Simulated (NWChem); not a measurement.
**C2H3BClF (SMILES B/C(F)=C\Cl) at 3 levels**

Aim: a comparison of 3 runs (HF/STO-3G, HF/3-21G, B3LYP/6-31G*) of C2H3BClF. 

Program for the calculation: NWChem 7.3.0.

## Step 1: Starting point

C2H3BClF: 8 atoms, total charge 0, spin state singlet. As SMILES, `B/C(F)=C\Cl`. Geometry: relaxed at GFN2-xTB.

Bond lengths: B1–C2 1.540 Å, C2–F3 1.366 Å, C2–C4 1.346 Å, C4–Cl5 1.692 Å, B1–H6 1.165 Å, B1–H7 1.165 Å, C4–H8 1.083 Å. Angles: B1–C2–F3 117.5°, B1–C2–C4 129.7°, F3–C2–C4 112.8°, C2–C4–Cl5 124.0°, C2–B1–H6 118.9°, C2–B1–H7 119.2°, C2–C4–H8 121.3°, Cl5–C4–H8 114.7°, H6–B1–H7 121.8°.

## Step 2: Energy and forces at HF/STO-3G (run 1)

File run.py:

```python
from ase import Atoms
from ase.calculators.nwchem import NWChem

mol = Atoms(['B', 'C', 'F', 'C', 'Cl', 'H', 'H', 'H'], positions=[
    [0.033020, 1.359770, -0.083640],
    [0.267800, -0.084380, 0.395390],
    [1.029460, -0.261080, 1.514990],
    [-0.169700, -1.245090, -0.126430],
    [-1.135400, -1.355620, -1.511330],
    [0.510690, 2.236830, 0.516170],
    [-0.615970, 1.545930, -1.032490],
    [0.080090, -2.196350, 0.327340],
])

calc = NWChem(
    label='c2h3bclf',
    theory='scf',
    memory='2200 mb',
    basis='STO-3G',
    basispar='spherical bse',
    scf={'nopen': '0', 'rhf': None, 'thresh': '1e-08', 'maxiter': '80'},
)
mol.calc = calc

forces = mol.get_forces()
e = mol.get_potential_energy()
print(f"E = {e:.6f} eV")
print("forces (eV/A):")
for s, f in zip(mol.symbols, forces):
    print(f"{s:2s} {f[0]:10.5f} {f[1]:10.5f} {f[2]:10.5f}")
print("dipole (e A):", mol.get_dipole_moment().round(4))
```

On the command line:

```bash
export ASE_NWCHEM_COMMAND="nwchem PREFIX.nwi > PREFIX.nwo"
python run.py
```

The log of the run:

```text
E = -17782.075666 eV
forces (eV/A):
B    -0.29887    0.45966   -0.47020
C     0.15797   -1.69364    0.38824
F     0.19216    0.22194    0.25315
C     1.60344    1.42331    2.19423
Cl   -1.75082   -0.28951   -2.50636
H    -0.10007   -0.10506   -0.13349
H     0.13478    0.09405    0.17957
H     0.06145   -0.11076    0.09493
dipole (e A): [ 0.0868 -0.0133  0.1263]
```

The calculator wrote c2h3bclf.nwi:

```
title "c2h3bclf"

permanent_dir c2h3bclf

scratch_dir c2h3bclf

start c2h3bclf

geometry units angstrom nocenter noautosym noautoz
  B  3.3020000000000001e-02 1.3597699999999999e+00 -8.3640000000000006e-02
  C  2.6779999999999998e-01 -8.4379999999999997e-02 3.9539000000000002e-01
  F  1.0294600000000000e+00 -2.6107999999999998e-01 1.5149900000000001e+00
  C  -1.6969999999999999e-01 -1.2450900000000000e+00 -1.2642999999999999e-01
  Cl -1.1354000000000000e+00 -1.3556200000000000e+00 -1.5113300000000001e+00
  H  5.1068999999999998e-01 2.2368299999999999e+00 5.1617000000000002e-01
  H  -6.1597000000000002e-01 1.5459300000000000e+00 -1.0324899999999999e+00
  H  8.0089999999999995e-02 -2.1963499999999998e+00 3.2734000000000002e-01
end

memory 2200 mb

basis spherical bse noprint
   * library STO-3G
end

scf
  nopen 0
  rhf
  thresh 1e-08
  maxiter 80
end

task scf gradient
```

c2h3bclf.nwo:

```text
Northwest Computational Chemistry Package (NWChem) 7.3.0
             --------------------------------------------------------

           Job information
           ---------------

    nwchem branch   = 7.3.0
    use scalapack   = T
    input           = c2h3bclf.nwi
    prefix          = c2h3bclf.
    data base       = c2h3bclf/c2h3bclf.db
    status          = startup
    nproc           =        1

           Memory information
           ------------------

[... 5 lines left out ...]
    hardfail = no
[... 136 lines left out ...]
         Quadratically convergent ROHF
[... 15 lines left out ...]
       Final RHF  results
[... 4 lines left out ...]
      Two-electron energy =    437.201590208928
[... 41 lines left out ...]
                       ROHF Final Molecular Orbital Analysis
[... 230 lines left out ...]
                 ----------------------------------------
                 |  Time  |  1-e(secs)   |  2-e(secs)   |
                 ----------------------------------------
                 |  CPU   |       0.00   |       0.73   |
                 ----------------------------------------
                 |  WALL  |       0.00   |       0.73   |
                 ----------------------------------------

 Task  times  cpu:        3.6s     wall:        3.6s
 Total times  cpu:        3.6s     wall:        3.6s
```

Run time: 4.8 s. Hardware: 1 thread of Intel Xeon Platinum 8259CL at 2.50GHz (Skylake/Cascade Lake), shared host; peak memory 0.099 GiB.

## Step 3: Energy and gradient at HF/3-21G (run 2)

File run.py:

```python
from ase import Atoms
from ase.calculators.nwchem import NWChem

molecule = Atoms(['B', 'C', 'F', 'C', 'Cl', 'H', 'H', 'H'], positions=[
    [0.033020, 1.359770, -0.083640],
    [0.267800, -0.084380, 0.395390],
    [1.029460, -0.261080, 1.514990],
    [-0.169700, -1.245090, -0.126430],
    [-1.135400, -1.355620, -1.511330],
    [0.510690, 2.236830, 0.516170],
    [-0.615970, 1.545930, -1.032490],
    [0.080090, -2.196350, 0.327340],
])

calc = NWChem(
    label='c2h3bclf',
    theory='scf',
    memory='2200 mb',
    basis='3-21G',
    basispar='spherical bse',
    scf={'nopen': '0', 'rhf': None, 'thresh': '1e-08', 'maxiter': '80'},
)
molecule.calc = calc

forces = molecule.get_forces()
e = molecule.get_potential_energy()
print(f"E = {e:.6f} eV")
print("forces (eV/A):")
for s, f in zip(molecule.symbols, forces):
    print(f"{s:2s} {f[0]:10.5f} {f[1]:10.5f} {f[2]:10.5f}")
print("dipole (e A):", molecule.get_dipole_moment().round(4))
```

On the command line:

```bash
export ASE_NWCHEM_COMMAND="nwchem PREFIX.nwi > PREFIX.nwo"
python run.py
```

The log of the run:

```text
E = -17897.776608 eV
forces (eV/A):
B    -0.00283   -0.27495    0.02910
C    -0.64792   -2.04572   -0.74428
F     0.42685    0.20990    0.59398
C     1.96232    1.23876    2.73216
Cl   -1.61368   -0.23603   -2.31291
H     0.18142    0.37019    0.22389
H    -0.23454    0.11637   -0.35312
H    -0.07158    0.62154   -0.16882
dipole (e A): [-0.0476 -0.0611 -0.0634]
```

The calculator wrote c2h3bclf.nwi:

```
title "c2h3bclf"

permanent_dir c2h3bclf

scratch_dir c2h3bclf

start c2h3bclf

geometry units angstrom nocenter noautosym noautoz
  B  3.3020000000000001e-02 1.3597699999999999e+00 -8.3640000000000006e-02
  C  2.6779999999999998e-01 -8.4379999999999997e-02 3.9539000000000002e-01
  F  1.0294600000000000e+00 -2.6107999999999998e-01 1.5149900000000001e+00
  C  -1.6969999999999999e-01 -1.2450900000000000e+00 -1.2642999999999999e-01
  Cl -1.1354000000000000e+00 -1.3556200000000000e+00 -1.5113300000000001e+00
  H  5.1068999999999998e-01 2.2368299999999999e+00 5.1617000000000002e-01
  H  -6.1597000000000002e-01 1.5459300000000000e+00 -1.0324899999999999e+00
  H  8.0089999999999995e-02 -2.1963499999999998e+00 3.2734000000000002e-01
end

memory 2200 mb

basis spherical bse noprint
   * library 3-21G
end

scf
  nopen 0
  rhf
  thresh 1e-08
  maxiter 80
end

task scf gradient
```

c2h3bclf.nwo:

```text
Northwest Computational Chemistry Package (NWChem) 7.3.0
             --------------------------------------------------------

           Job information
           ---------------

    nwchem branch   = 7.3.0
    use scalapack   = T
    input           = c2h3bclf.nwi
    prefix          = c2h3bclf.
    data base       = c2h3bclf/c2h3bclf.db
    status          = startup
    nproc           =        1

           Memory information
           ------------------

[... 5 lines left out ...]
    hardfail = no
[... 136 lines left out ...]
         Quadratically convergent ROHF
[... 15 lines left out ...]
       Final RHF  results
[... 4 lines left out ...]
      Two-electron energy =    435.980199523570
[... 42 lines left out ...]
                       ROHF Final Molecular Orbital Analysis
[... 232 lines left out ...]
                 ----------------------------------------
                 |  Time  |  1-e(secs)   |  2-e(secs)   |
                 ----------------------------------------
                 |  CPU   |       0.00   |       1.04   |
                 ----------------------------------------
                 |  WALL  |       0.00   |       1.04   |
                 ----------------------------------------

 Task  times  cpu:        4.4s     wall:        4.4s
 Total times  cpu:        4.4s     wall:        4.4s
```

Run time: 5.7 s. Hardware: 1 thread of Intel Xeon Platinum 8259CL at 2.50GHz (Skylake/Cascade Lake), shared host; peak memory 0.098 GiB.

## Step 4: Energy and forces at B3LYP/6-31G(d) (Cartesian functions) (run 3)

File sp.nw:

```
echo
start sp
memory total 2200 mb

geometry units angstrom noautosym nocenter noautoz
B      0.033020     1.359770    -0.083640
C      0.267800    -0.084380     0.395390
F      1.029460    -0.261080     1.514990
C     -0.169700    -1.245090    -0.126430
Cl    -1.135400    -1.355620    -1.511330
H      0.510690     2.236830     0.516170
H     -0.615970     1.545930    -1.032490
H      0.080090    -2.196350     0.327340
end

basis "ao basis"
* library 6-31G*
end

dft
xc b3lyp
grid xfine
convergence energy 1e-08
iterations 100
mulliken
end

task dft gradient
```

On the command line:

```bash
nwchem sp.nw > sp.out
```

The log of the run:

```text
[...]
          Wavefunction type:  closed shell.
          No. of atoms     :     8
          No. of electrons :    46
[...]
          Charge           :     0
          Spin multiplicity:     1
[...]
          AO basis - number of functions:    85
[...]
              XC Information
              --------------
                         B3LYP Method XC Potential
                     Hartree-Fock (Exact) Exchange  0.200
                        Slater Exchange Functional  0.800 local
                    Becke 1988 Exchange Functional  0.720 non-local
              Lee-Yang-Parr Correlation Functional  0.810
                  VWN I RPA Correlation Functional  0.190 local
[...]
 d= 0,ls=0.0,diis     1   -662.7639702708 -8.52D+02  1.57D-02  8.70D-01     4.8
[...]
 d= 0,ls=0.0,diis    11   -662.8526307673 -2.22D-09  3.14D-07  1.02D-09    44.7
         Total DFT energy =     -662.852630767305
      One electron energy =    -1287.426091075773
           Coulomb energy =      490.293477921204
    Exchange-Corr. energy =      -54.748130708888
 Nuclear repulsion energy =      189.028113096152
[...]
      Total Density - Mulliken Population Analysis
     ---------------------------------------------
    Atom       Charge   Shell Charges
 -----------   ------   -------------------------------------------------------
    1 B    5     5.02   1.99  0.59  1.46  0.46  0.46  0.06
    2 C    6     5.61   1.99  0.72  1.97  0.47  0.44  0.02
    3 F    9     9.31   1.99  0.95  3.31  0.99  2.03  0.05
    4 C    6     6.32   1.99  0.72  2.02  0.61  0.96  0.03
    5 Cl  17    16.95   2.00  1.99  5.97  1.47  3.62  0.52  1.40 -0.01
    6 H    1     1.00   0.53  0.47
    7 H    1     0.99   0.53  0.47
    8 H    1     0.79   0.52  0.27
[...]
  wavefunction    = closed shell
[...]
```

Wall time 56 s (1 thread of Intel Xeon Platinum 8259CL at 2.50GHz (Skylake/Cascade Lake), shared host); peak memory 0.14 GiB.

## Step 5: All runs side by side

```tsv
run	level	Cartesian functions	iteration cap	energy (Eh)	dipole moment (D)	HOMO energy (eV)	LUMO energy (eV)	wall time
1	HF/STO-3G	no	80	-653.479233	0.74	-8.33	4.31	4.8 s
2	HF/3-21G	no	80	-657.731164	0.48	-10.36	0.92	5.7 s
3	B3LYP/6-31G* (Cartesian functions)	yes	100	-662.852631	0.83	-7.23	-2.56	56 s
```

## Step 6: What came out

| quantity | value |
| --- | --- |
| run 3: total energy | -662.85263 Eh |
| run 3: dipole moment | 0.83 D |
| run 3: HOMO energy | -7.23 eV |
| run 3: LUMO energy | -2.56 eV |
| run 3: HOMO–LUMO gap | 4.67 eV |
| run 3: largest force on an atom | 1.015 eV/Å |

The dipole moment (its size) runs from 0.48 D (HF/3-21G) to 0.83 D (B3LYP/6-31G*). The two ends differ in method and basis. The HOMO–LUMO gap runs from 4.67 eV (B3LYP/6-31G*) to 12.63 eV (HF/STO-3G). In run 1 the basis is minimal, so the values are rough. All runs together took 67 s, the longest 56 s.
